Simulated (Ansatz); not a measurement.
# B6N6 wurtzite hole sphere (B6N6H18): the relaxed shape and its frontier levels

Aim: characterise B6N6 wurtzite hole sphere (B6N6H18) as a singlet: its structure, frontier levels and distribution of charge.

Computed with Ansatz 0.2.0, Gaussian basis. Level: RKS PBE0-D4/def2-TZVP.

Levels to be run: relaxation at r2SCAN-D4/def2-SVP; a single point at PBE0-D4/def2-TZVP.

## (1) Starting geometry

30 atoms, charge 0, spin multiplicity 1.

Atoms are counted from 1 here; the program's logs count them from 0.

Bond lengths: N1–B2 1.581 Å, N1–B7 1.580 Å, N1–H13 1.017 Å, N1–H14 1.014 Å, B2–N4 1.534 Å, B2–N5 1.580 Å, B2–H15 1.201 Å, B3–N4 1.583 Å, B3–N8 1.583 Å, B3–H16 1.218 Å, B3–H17 1.187 Å, N4–B6 1.583 Å, N4–H18 1.011 Å, N5–B10 1.580 Å, N5–H19 1.014 Å, N5–H20 1.017 Å, B6–N12 1.583 Å, B6–H21 1.218 Å and more. Angles: B2–N1–B7 112.5°, B2–N1–H13 105.1°, B2–N1–H14 112.6°, B7–N1–H13 105.0°, B7–N1–H14 112.6°, H13–N1–H14 108.4°, N1–B2–N4 108.7°, N1–B2–N5 104.8°, N1–B2–H15 109.7°, N4–B2–N5 108.9°, N4–B2–H15 114.6°, N5–B2–H15 109.6°, N4–B3–N8 104.6°, N4–B3–H16 110.3°, N4–B3–H17 110.8°, N8–B3–H16 110.3°, N8–B3–H17 110.7°, H16–B3–H17 110.0° and more.

As a file:

```mol
B6H18N6
  3D, bonds by distance, orders not assigned

 30 33  0  0  0  0  0  0  0  0999 V2000
   -0.0029   -1.4471   -1.3355 N   0  0
   -1.3159   -0.7582   -0.7881 B   0  0
    0.0019   -1.4937    1.3275 B   0  0
   -1.2514   -0.7227    0.7441 N   0  0
   -1.2548    0.7224   -1.3375 N   0  0
   -1.2924    0.7481    1.3271 B   0  0
    1.3125   -0.7589   -0.7940 B   0  0
    1.2533   -0.7230    0.7388 N   0  0
    1.2505    0.7224   -1.3424 N   0  0
   -0.0015    1.5169   -0.7946 B   0  0
    1.2971    0.7482    1.3212 B   0  0
    0.0010    1.4463    0.7379 N   0  0
   -0.0013   -2.3774   -0.9250 H   0  0
   -0.0053   -1.5425   -2.3454 H   0  0
   -2.2812   -1.3152   -1.2357 H   0  0
    0.0002   -2.6511    0.9472 H   0  0
    0.0050   -1.4566    2.5135 H   0  0
   -2.0569   -1.1884    1.1406 H   0  0
   -1.3332    0.7645   -2.3480 H   0  0
   -2.0620    1.1908   -0.9339 H   0  0
   -2.2945    1.3252    0.9455 H   0  0
   -1.2583    0.7331    2.5131 H   0  0
    2.2763   -1.3161   -1.2452 H   0  0
    2.0602   -1.1889    1.1324 H   0  0
    1.3272    0.7651   -2.3531 H   0  0
    2.0586    1.1905   -0.9401 H   0  0
   -0.0020    2.6305   -1.2449 H   0  0
    1.2691    0.7332    2.5075 H   0  0
    2.2982    1.3248    0.9349 H   0  0
    0.0026    2.3776    1.1324 H   0  0
  1  2  8  0
  1  7  8  0
  1 13  8  0
  1 14  8  0
  2  4  8  0
  2  5  8  0
  2 15  8  0
  3  4  8  0
  3  8  8  0
  3 16  8  0
  3 17  8  0
  4  6  8  0
  4 18  8  0
  5 10  8  0
  5 19  8  0
  5 20  8  0
  6 12  8  0
  6 21  8  0
  6 22  8  0
  7  8  8  0
  7  9  8  0
  7 23  8  0
  8 11  8  0
  8 24  8  0
  9 10  8  0
  9 25  8  0
  9 26  8  0
 10 12  8  0
 10 27  8  0
 11 12  8  0
 11 28  8  0
 11 29  8  0
 12 30  8  0
M  END
```

The start is a GFN2-xTB geometry.

## (2) Relaxation at r2SCAN-D4/def2-SVP

in.yaml

```yaml
crystal:
  periodic: [false, false, false]
  atoms:
    - {symbol: N, position_ang: [-0.002880, -1.447100, -1.335510]}
    - {symbol: B, position_ang: [-1.315940, -0.758250, -0.788130]}
    - {symbol: B, position_ang: [0.001860, -1.493690, 1.327480]}
    - {symbol: N, position_ang: [-1.251360, -0.722670, 0.744130]}
    - {symbol: N, position_ang: [-1.254800, 0.722400, -1.337540]}
    - {symbol: B, position_ang: [-1.292400, 0.748090, 1.327060]}
    - {symbol: B, position_ang: [1.312490, -0.758940, -0.793960]}
    - {symbol: N, position_ang: [1.253310, -0.722980, 0.738820]}
    - {symbol: N, position_ang: [1.250480, 0.722400, -1.342420]}
    - {symbol: B, position_ang: [-0.001520, 1.516940, -0.794650]}
    - {symbol: B, position_ang: [1.297120, 0.748210, 1.321230]}
    - {symbol: N, position_ang: [0.000980, 1.446280, 0.737890]}
    - {symbol: H, position_ang: [-0.001300, -2.377440, -0.925040]}
    - {symbol: H, position_ang: [-0.005290, -1.542450, -2.345380]}
    - {symbol: H, position_ang: [-2.281230, -1.315200, -1.235740]}
    - {symbol: H, position_ang: [0.000240, -2.651070, 0.947150]}
    - {symbol: H, position_ang: [0.005050, -1.456570, 2.513490]}
    - {symbol: H, position_ang: [-2.056870, -1.188420, 1.140630]}
    - {symbol: H, position_ang: [-1.333240, 0.764540, -2.348030]}
    - {symbol: H, position_ang: [-2.061960, 1.190840, -0.933940]}
    - {symbol: H, position_ang: [-2.294520, 1.325150, 0.945490]}
    - {symbol: H, position_ang: [-1.258330, 0.733090, 2.513110]}
    - {symbol: H, position_ang: [2.276300, -1.316060, -1.245250]}
    - {symbol: H, position_ang: [2.060190, -1.188950, 1.132370]}
    - {symbol: H, position_ang: [1.327210, 0.765140, -2.353090]}
    - {symbol: H, position_ang: [2.058570, 1.190520, -0.940080]}
    - {symbol: H, position_ang: [-0.002030, 2.630550, -1.244890]}
    - {symbol: H, position_ang: [1.269100, 0.733200, 2.507480]}
    - {symbol: H, position_ang: [2.298150, 1.324810, 0.934940]}
    - {symbol: H, position_ang: [0.002630, 2.377610, 1.132360]}
basis:
  gaussian: {orbitals: def2-SVP}
hamiltonian: {xc: r2scan, dispersion: d4}
scf: {lower_state_search: "off"}
output: {orbitals: {seedname: orbitals}}
relax: {f_tol: 0.03, max_steps: 70}
```

Started as:

```
ansatz run in.yaml --threads 2 --pin off --events-out ev --progress --plain --max-ram 32768MiB --backend cuda --devices 0, --max-vram 18GiB
```

Further steps of the session: Single point, PBE0-D4/def2-TZVP.

**Question.** What will the summary of the whole plan be? Wanted: point group; commonest bond, hydrogen aside; HOMO, LUMO at PBE0-D4/def2-TZVP; dipole at r2SCAN-D4/def2-SVP.

**Answer**, as computed:

```
                       quantity                           value
                    point group                             C3v
 commonest bond, hydrogen aside  B–N, 15 of mean length 1.584 Å
HOMO, LUMO at PBE0-D4/def2-TZVP                 -7.00, -0.33 eV
   dipole at r2SCAN-D4/def2-SVP                          8.39 D
```

The molecule keeps its bonding pattern by the stored test; the atoms moved 0.04 Å (rms). No usable vibrations, so a minimum isn't proven. Whether this spin is the lowest isn't tested here.
